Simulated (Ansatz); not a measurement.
## C2H10BNOP (charge -1), SMILES CCO[BH-](N)P: a comparison of dispersion corrections, step by step

Program: the Python package of Ansatz (0.2.0).

Typed at the interpreter:
```pycon
>>> import warnings
>>> import ansatz as az
>>> from ase import Atoms
>>> BASIS = "def2-SVP"
>>> NET_CHARGE = -1
>>> warnings.simplefilter("ignore", az.DeckWarning)
>>> atoms = Atoms(["C", "C", "O", "B", "N", "P", "H", "H", "H", "H", "H", "H", "H", "H", "H", "H"], positions=[
...     (2.27, -0.1736, -0.3843),
...     (0.8476, -0.2607, 0.1473),
...     (-0.0506, -0.2539, -0.9436),
...     (-1.4771, -0.0531, -0.5277),
...     (-1.9171, -1.0221, 0.5888),
...     (-1.8451, 1.8035, -0.0345),
...     (2.4799, -1.0353, -1.0531),
...     (2.9896, -0.1905, 0.4614),
...     (2.405, 0.7707, -0.9533),
...     (0.7559, -1.2103, 0.719),
...     (0.6904, 0.6026, 0.8312),
...     (-2.1543, -0.2809, -1.4808),
...     (-1.563, -1.9764, 0.3521),
...     (-1.4805, -0.7355, 1.4935),
...     (-1.3621, 1.6919, 1.3305),
...     (-0.5886, 2.3236, -0.5464),
... ])
>>> molecule = az.Crystal.molecule_from_ase(atoms)
>>> setup = (
...     molecule.calculation()
...     .basis(gaussian=BASIS)
...     .charge(NET_CHARGE)
... )
>>> for name in ["blyp", "pbe0"]:
...     for correction in ("d3bj", "d4"):
...         report = setup.functional(name, dispersion=correction).run(threads=1).report
...         print(f"{name:8s} {correction:5s} total {report['free_energy_ev']:.5f} eV, of which dispersion {1000 * report['dispersion']['energy']['ev']:.2f} meV")
...
blyp     d3bj  total -15730.89496 eV, of which dispersion -777.33 meV
blyp     d4    total -15731.00569 eV, of which dispersion -888.06 meV
pbe0     d3bj  total -15722.80754 eV, of which dispersion -323.90 meV
pbe0     d4    total -15722.82589 eV, of which dispersion -342.26 meV
```

Reading the output:
- Total energies depend on the basis set; only differences at equal settings carry meaning.
- The geometry is a force-field or estimated start, not a minimum of this method, and the basis set is short of its limit. D4 holds the three-body term, and d3bj doesn't.
- Anions want diffuse functions, which this basis lacks.
- It ran for 22 s on 1 thread of Arm Neoverse V1, with other jobs on the host, peak memory 0.37 GiB.
